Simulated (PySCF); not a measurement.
**C6H13B: electronic excitations**

Wanted: the electronic excitations of C6H13B (`BC(=C)C(C)(C)C`), by calculation.

Computed with PySCF 2.14.0, with density-fitted response routines of our own, on a single molecule in the gas phase. Atoms count from 0, in the outputs and in this text.

### 1 Starting geometry

20 atoms, charge 0, multiplicity 1; geometry from: GFN2-xTB.

Bonds of the start (Å): B0–C1 1.55, C1–C2 1.34, C1–C3 1.52, C3–C4 1.53, C3–C5 1.53, C3–C6 1.53, B0–H7 1.17, B0–H8 1.17, C2–H9 1.08, C2–H10 1.08, C4–H11 1.09, C4–H12 1.09, C4–H13 1.09, C5–H14 1.09, C5–H15 1.09, C5–H16 1.09, C6–H17 1.09, C6–H18 1.09, C6–H19 1.09.

### 2 Ultraviolet spectrum: CAM-B3LYP/def2-SVPD

The job: settings as JSON, then the geometry in Å.

```
{"job": {"kind": "uv", "xc": "CAM-B3LYP", "basis": "def2-SVPD", "nstates": 8, "ntriplets": 3}, "charge": 0, "multiplicity": 1}
B      2.155275    -0.718887    -0.014397
C      1.027085     0.343685     0.074471
C      1.376292     1.626368     0.239470
C     -0.435601    -0.075589    -0.023705
C     -1.417957     1.094834     0.082609
C     -0.739369    -1.059916     1.113727
C     -0.656945    -0.764065    -1.377217
H      1.943422    -1.860202    -0.155995
H      3.267816    -0.365324     0.063129
H      2.414462     1.908580     0.307474
H      0.674999     2.441775     0.313972
H     -2.437276     0.721894     0.004098
H     -1.320690     1.604181     1.038710
H     -1.261766     1.812508    -0.719580
H     -1.776752    -1.384454     1.061920
H     -0.101374    -1.936403     1.053154
H     -0.573831    -0.583463     2.078364
H     -0.016878    -1.634912    -1.481918
H     -0.433214    -0.075892    -2.190396
H     -1.692845    -1.084040    -1.470923
```

With the program's defaults for keys left out, this is: TDDFT CAM-B3LYP/def2-SVPD, vertical, gas phase, core orbitals frozen in the response.

The run is started by

```console
OMP_NUM_THREADS=1 python probes_run.py task.json out
```

One launch serves the whole session: the jobs run in the order shown.

The program printed:

```text
coarse grid: 15664 points
cycle   1  E = -260.8357230965  dE =  6.716e-01  |g| = 3.419e-01  |ddm| = 1.195e+01
cycle   2  E = -260.8521935990  dE = -1.647e-02  |g| = 2.695e-01  |ddm| = 2.364e+00
cycle   3  E = -260.8707738164  dE = -1.858e-02  |g| = 4.848e-02  |ddm| = 8.920e-01
cycle   4  E = -260.8711816186  dE = -4.078e-04  |g| = 3.201e-02  |ddm| = 2.333e-01
cycle   5  E = -260.8714299628  dE = -2.483e-04  |g| = 2.634e-03  |ddm| = 8.810e-02
cycle   6  E = -260.8714321036  dE = -2.141e-06  |g| = 1.173e-03  |ddm| = 1.337e-02
final grid: 148296 points
cycle   7  E = -260.9297219543  dE = -6.194e-05  |g| = 4.697e-03  |ddm| = 4.296e-01
cycle   8  E = -260.9297232730  dE = -1.319e-06  |g| = 4.326e-03  |ddm| = 5.235e-02
cycle   9  E = -260.9297282053  dE = -4.932e-06  |g| = 2.911e-04  |ddm| = 1.206e-02
cycle  10  E = -260.9297282243  dE = -1.896e-08  |g| = 1.874e-04  |ddm| = 2.612e-03
cycle  11  E = -260.9297282328  dE = -8.537e-09  |g| = 2.959e-05  |ddm| = 7.427e-04
cycle  12  E = -260.9297282330  dE = -2.226e-10  |g| = 1.444e-05  |ddm| = 1.542e-04
converged SCF energy = -260.9297282330

Static polarisability (au): isotropic 86.303, principal 73.213 89.959 95.739

Singlet excitations
state   eV       nm        f      main configurations
  1   5.2691    235.3   0.00125   H-1->L 0.91
  2   5.5712    222.5   0.00015   H-2->L 0.64, H-4->L 0.32
  3   5.6126    220.9   0.18716   H->L 0.98
  4   6.5992    187.9   0.00025   H-4->L 0.60, H-2->L 0.28
  5   7.2063    172.0   0.01026   H-3->L 0.98
  6   7.5216    164.8   0.00094   H-5->L 0.72
  7   7.7403    160.2   0.07510   H->L+1 0.86, H->L+3 0.09
  8   8.1764    151.6   0.00511   H-1->L+4 0.56, H-7->L 0.14

Triplet excitations (Tamm-Dancoff, eV): 3.5191 4.8083 5.0403
```

Run time: 64 s. Hardware: 1 thread of Arm Neoverse V1, shared host; peak memory 1.1 GiB.

The orbitals next to the gap, with their largest atomic shares:

| orbital | eV | atoms |
| --- | --- | --- |
| HOMO−3 | -10.91 | C5 19 %, C6 19 %, C3 17 % |
| HOMO−2 | -10.29 | C3 17 %, B0 13 %, C6 9 % |
| HOMO−1 | -10.04 | C1 22 %, B0 17 %, C3 16 % |
| HOMO | -9.20 | C2 34 %, C1 32 %, B0 7 % |
| LUMO | -0.79 | B0 38 %, C2 22 %, C1 16 % |
| LUMO+1 | 1.21 | B0 33 %, C2 9 %, C4 7 % |
| LUMO+2 | 1.78 | B0 33 %, C4 13 %, H11 9 % |

With each of the 8 states as a Gaussian band of 0.4 eV half-width at 1/e, the curve within the window shown has maxima at 221 nm (ε 7,600), 160 nm (ε 3,200) L/(mol cm). Beyond the last state computed it falls off for lack of states. The curve at chosen wavelengths:

(nm, ε (L/mol/cm)): (146, 221), (151, 1039), (156, 2577), (160, 3202), (165, 2422), (170, 1246), (175, 575), (179, 298), (184, 118), (189, 70), (194, 201), (198, 589), (203, 1726), (208, 3678), (213, 5901), (217, 7193), (222, 7556), (227, 6540), (232, 4783), (236, 3349), (241, 1911), (246, 975), (251, 453), (255, 231), (260, 94), (265, 36)

Leading natural transition orbitals of singlet state 3: the hole lies on C1, C2 about 33 % each; the particle on B0 44 %; C2 14 %; H7, H8 about 11 % each.

Leading natural transition orbitals of singlet state 1: the hole lies on C1 30 %; B0 19 %; C3 12 %; the particle on B0 41 %; C2 20 %; H7, H8 about 8 % each.

Further results of this job:

| property | computed |
| --- | --- |
| dipole moment (D) | 1.01 |
| polarisability (Å³) | 12.79 |
| HOMO–LUMO gap (eV) | 8.41 |
| −ε(HOMO) (eV) | 9.20 |

Orbitals, density, ELF and potential are computed afterwards from the orbital file.

Frontier orbitals at CAM-B3LYP/def2-SVPD, with the share of their density that lies nearest to each atom:

| orbital | energy (eV) | lies on |
| --- | --- | --- |
| HOMO | -9.20 | C1, C2 about 33 % each |
| LUMO | -0.79 | B0 38 %; C2 19 %; H7, H8 about 9 % each |

ELF in a plane through or near 10 of the atoms.

Values, 10 rows by 14 columns:
```
0.00 0.00 0.00 0.00 0.00 0.00 0.00 0.00 0.00 0.00 0.00 0.00 0.00 0.00
0.00 0.00 0.00 0.00 0.00 0.02 0.03 0.00 0.00 0.00 0.00 0.00 0.00 0.00
0.00 0.00 0.00 0.27 0.11 0.89 0.98 0.04 0.08 0.05 0.00 0.00 0.00 0.00
0.00 0.00 0.10 0.99 0.99 0.47 0.89 0.05 0.67 0.41 0.54 0.07 0.00 0.00
0.00 0.00 0.01 0.03 0.19 0.87 0.56 0.53 0.85 0.92 1.00 0.58 0.00 0.00
0.00 0.07 1.00 1.00 0.48 0.95 0.74 0.26 0.47 0.03 0.02 0.00 0.00 0.00
0.00 0.03 0.96 0.96 0.26 0.78 0.03 0.06 0.06 0.02 0.01 0.00 0.00 0.00
0.00 0.00 0.01 0.12 0.99 1.00 0.07 0.01 0.01 0.01 0.00 0.00 0.00 0.00
0.00 0.00 0.00 0.01 0.54 0.66 0.01 0.00 0.00 0.00 0.00 0.00 0.00 0.00
0.00 0.00 0.00 0.00 0.00 0.00 0.00 0.00 0.00 0.00 0.00 0.00 0.00 0.00
```
The map spans 11.6 Å across and 10.0 Å up, centred on the molecule. Atoms in the plane (x, y in Å): B0 (-2.1, -0.9), C1 (-1.1, 0.3), C2 (-1.5, 1.5), C3 (0.4, 0.0), C4 (1.3, 1.2), H7 (-1.8, -2.0), H8 (-3.2, -0.7), H9 (-2.6, 1.7), H10 (-0.9, 2.4), H11 (2.4, 0.9).

log10 of the density (e/Å³) in the same plane.

Ten even steps from ' ' (-4.0) to '@' (1.5):
```
                                                        
                    ....                                
              ....::::::::............                  
          ..::::----======----------::::..              
        ..::--======++**++==========----::..            
      ..::--++++****######++++++**++++==--::..          
      ..::==++##########**++++**####**++==--::..        
      ..::==++**####@@##**++++**%%@@####**==--::        
    ..::----==++**########****##########**++--::        
    ::----==++++++**##@@######%%##******++==--..        
  ..::--++**##****############%%##**++====--::..        
  ..::--++**####%%%%##********##**++====--::..          
  ..::--==++****####****++++++++++++====--::..          
    ..::--==++++**####**============----::..            
      ..::--==++**##**++========------::::..            
        ..::----==++====------::::::::..                
          ..::::--------::::::........                  
              ....::::....                              
                                                        
                                                        
```
The map spans 11.6 Å across and 10.0 Å up, centred on the molecule. Atoms in the plane (x, y in Å): B0 (-2.1, -0.9), C1 (-1.1, 0.3), C2 (-1.5, 1.5), C3 (0.4, 0.0), C4 (1.3, 1.2), H7 (-1.8, -2.0), H8 (-3.2, -0.7), H9 (-2.6, 1.7), H10 (-0.9, 2.4), H11 (2.4, 0.9).

On the surface of density 0.002 e/bohr³ the electrostatic potential runs, from the 1st to the 99th percentile, from -0.38 to 0.97 V.

### 3 What came out

| quantity | value |
| --- | --- |
| lowest singlet (CAM-B3LYP/def2-SVPD) | 5.27 eV (235 nm), f = 0.001 |
| brightest single state of those computed | state 3, 5.61 eV, f = 0.187 |
| lowest triplet | 3.52 eV |
| surface potential, 1st and 99th percentile | -0.38 V and 0.97 V |

What this shows: The first singlet state (HOMO−1→LUMO 0.91) lies at 5.27 eV and is weak; of the 8 states computed, the strongest absorption comes from state 3 at 5.61 eV. The lowest triplet lies 1.75 eV below the lowest singlet (triplets in Tamm-Dancoff, singlets in full TDDFT). By nearest atom (CAM-B3LYP/def2-SVPD), the HOMO sits on C1, C2 about 33 % each and the LUMO on B0 38 %; C2 19 %.
